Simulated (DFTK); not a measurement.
# LaMgO3 (Pm-3m) in DFTK: reference runs

Aim: a first look at LaMgO3 with PBEsol, on the cell as given.

Everything below comes from runs of DFTK 0.8.2. Logs are shortened: lines on timing, memory, paths and dates and some standing lists are left out, and cuts for length are marked.

**1. The structure**

Symmetry: Pm-3m, No. 221, cubic system. The conventional cell has a = 3.946 Å, b = 3.946 Å, c = 3.946 Å, α = 90.00°, β = 90.00°, γ = 90.00°. La (site symmetry m-3m) is surrounded by 12 O at 2.79 Å. Mg (site symmetry m-3m) is surrounded by 6 O at 1.97 Å. O (site symmetry 4/mmm) has 2 Mg at 1.97 Å as nearest neighbours.

The cell comes from a database or a generator and needn't be the stable form of this composition.

**2. Single point, PBEsol**

run.jl

```julia
using DFTK
using PseudoPotentialData
using Unitful, UnitfulAtomic
using LinearAlgebra, Printf
include("save.jl")
disable_threading()

# lattice vectors are the columns
lattice = austrip(1u"Å") * [      3.945789            0.0            0.0;
                      0.0       3.945789            0.0;
                      0.0            0.0       3.945789]
symbols   = [:La, :Mg, :O, :O, :O]
positions = [[0.0, 0.0, 0.0],
             [0.5, 0.5, 0.5],
             [0.0, 0.5, 0.5],
             [0.5, 0.0, 0.5],
             [0.5, 0.5, 0.0]]
pseudopotentials = PseudoFamily("dojo.nc.sr.pbesol.v0_4_1.standard.upf")
elements = Dict(s => ElementPsp(s, pseudopotentials) for s in unique(symbols))
atoms    = [elements[s] for s in symbols]

build_model(lattice, positions; symmetries=true) =
    model_DFT(lattice, atoms, positions;
              functionals=PBEsol(),
              temperature=austrip(0.05u"eV"),
              smearing=Smearing.FermiDirac(),
              symmetries)
Ecut  = 55.0  # hartree
kgrid = [7, 7, 7]
tol   = 1e-6
to_GPa = ustrip(uconvert(u"GPa", 1u"hartree/bohr^3"))

model = build_model(lattice, positions)
basis = PlaneWaveBasis(model; Ecut, kgrid)
display(basis)
scfres = self_consistent_field(basis;
                               tol,
                               nbandsalg=AdaptiveBands(model; n_bands_converge=25))
display(scfres.energies)
@printf "Fermi level: %.6f eV\n" ustrip(auconvert(u"eV", something(scfres.εF, NaN)))
forces = compute_forces_cart(scfres)
println("Forces (eV/Å)")
for (s, f) in zip(symbols, forces)
    @printf "%-3s %12.6f %12.6f %12.6f\n" s ustrip.(auconvert.(u"eV/Å", f))...
end
stress = compute_stresses_cart(scfres)
println("Stress (GPa)")
display(round.(stress * to_GPa; digits=4))
println("Levels at the first k-point (eV): ", round.(ustrip.(auconvert.(u"eV", scfres.eigenvalues[1][1:scfres.n_bands_converge])); digits=4))
save_scf!(scfres; forces, stress)
```

Potentials or basis: dojo.nc.sr.pbesol.v0_4_1.standard.upf (PBEsol).

Launch:

```bash
$ julia --threads=1 run.jl  # save.jl only writes the numbers to a file and isn't shown; printed stress counts tension as positive; times include loading and compiling
```

Standard output:

```text
PlaneWaveBasis discretization:

    Ecut                 : 55.0 Ha
    fft_size             : (54, 54, 54), 157464 total points
    kgrid                : MonkhorstPack([7, 7, 7])
    num.   red. kpoints  : 343
    num. irred. kpoints  : 20

    Discretized Model(gga_x_pbe_sol+gga_c_pbe_sol, 3D):
        lattice (in Bohr)    : [7.45646   , 0         , 0         ]
                               [0         , 7.45646   , 0         ]
                               [0         , 0         , 7.45646   ]
        unit cell volume     : 414.57 Bohr³

        atoms                : LaMgO₃
        pseudopot. family    : PseudoFamily("dojo.nc.sr.pbesol.v0_4_1.standard.upf")

        num. electrons       : 39
        spin polarization    : none
        temperature          : 0.0018375 Ha
        smearing             : DFTK.Smearing.FermiDirac()

        terms                : Kinetic()
                               AtomicLocal()
                               AtomicNonlocal()
                               Ewald(nothing)
                               PspCorrection()
                               Hartree()
                               Xc(gga_x_pbe_sol, gga_c_pbe_sol)
                               Entropy()
n     Energy            log10(ΔE)   log10(Δρ)   Diag   Δtime
---   ---------------   ---------   ---------   ----   ------
  1   -143.9280009281                   -0.49    8.3    23.1s
  2   -144.0807226687       -0.82       -0.93    6.0    14.0s
  3   -144.0987217640       -1.74       -1.37    9.6    21.5s
  4   -144.0993910015       -3.17       -1.71    1.1    8.54s
  5   -144.0996584402       -3.57       -2.13    2.1    10.9s
  6   -144.0996694862       -4.96       -2.63    3.3    11.4s
  7   -144.0996716912       -5.66       -2.95    6.3    13.6s
  8   -144.0996720451       -6.45       -3.49    5.8    14.0s
  9   -144.0996721133       -7.17       -4.21    8.3    17.2s
 10   -144.0996721183       -8.30       -4.69    6.7    16.0s
 11   -144.0996721186       -9.49       -5.02    5.7    14.0s
 12   -144.0996721187      -10.20       -5.47    6.8    14.8s
 13   -144.0996721187      -10.73       -5.74    6.2    14.6s
 14   -144.0996721187      -11.43       -6.09    7.5    14.8s
Energy breakdown (in Ha):
    Kinetic             75.5201952
    AtomicLocal         -109.0456939
    AtomicNonlocal      -22.1079685
    Ewald               -100.6466527
    PspCorrection       5.3579360
    Hartree             35.3872757
    Xc                  -28.5629929
    Entropy             -0.0017710

    total               -144.099672118686
Fermi level: 5.711870 eV
Forces (eV/Å)
La     -0.000000    -0.000000     0.000000
Mg      0.000000     0.000000     0.000000
O      -0.000000    -0.000000     0.000000
O       0.000000     0.000000    -0.000000
O       0.000000     0.000000    -0.000000
Stress (GPa)
3×3 StaticArraysCore.SMatrix{3, 3, Float64, 9} with indices SOneTo(3)×SOneTo(3):
  5.9907  -0.0     -0.0
 -0.0      5.9907  -0.0
 -0.0     -0.0      5.9907
Levels at the first k-point (eV): [-65.0245, -32.0528, -32.0528, -32.0528, -25.0237, -11.0612, -9.6098, -9.6098, -8.5069, -8.5069, -8.5069, 2.9056, 2.9056, 2.9056, 4.6862, 4.6862, 4.6862, 5.9533, 5.9533, 5.9533, 9.1119, 9.1119, 9.8132, 9.9838, 9.9838]
```

Run time: 5.6 min. Hardware: 1 thread of Intel Xeon at 2.70GHz, shared host; peak memory 2.3 GiB.

Results:

```yaml
Free_energy: -3921.1518 eV
Pressure: -6.0 GPa
Band_gap_on_the_k_mesh: none (metal or under the smearing width)
```

Caveat: an odd number of electrons without spin polarisation forces a metal; a magnetic or distorted state may lie lower.
